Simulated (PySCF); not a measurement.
# C2H6O4W (WO2(OMe)2): the cost of one run

Programs: PySCF 2.14.0, with routines of our own; each step states its level. All values are computed. Atoms count from 0.

### 1 The system as given

13 atoms, charge 0, multiplicity 1; geometry from: GFN2-xTB.

### 2 Relaxing the molecule at PBE0-D3(BJ)/def2-SVP

What the job is given:

```
{"job": {"xc": "PBE0", "basis": "def2-SVP", "d3": "d3bj", "grid": 1, "maxiter": 30, "shake": 0.03, "kind": "geom"}, "charge": 0, "multiplicity": 1}
W      0.676180    -0.097000     0.459270
O      0.580300    -0.043380     2.137290
O      2.147170    -0.164610    -0.148380
O     -0.082940     1.508520    -0.215600
C     -0.276850     2.879760    -0.354890
H     -0.359770     3.364290     0.670910
H     -1.125630     3.166380    -0.911070
H      0.676740     3.298870    -0.844740
O     -0.376970    -1.435860    -0.117050
C     -0.429910    -2.866990    -0.145440
H      0.478220    -3.268680    -0.590630
H     -1.263050    -3.200640    -0.747620
H     -0.612860    -3.192790     0.830140
```

Command:

```sh
$ OMP_NUM_THREADS=1 python heavy_run.py task.json out
```

The driver reads the jobs from task.json and runs them one after another.

**Question.** How long does this first job take on 1 thread of Arm Neoverse V1, shared host, and how much memory does it need?

About 2 min, with a peak of 0.55 GiB.
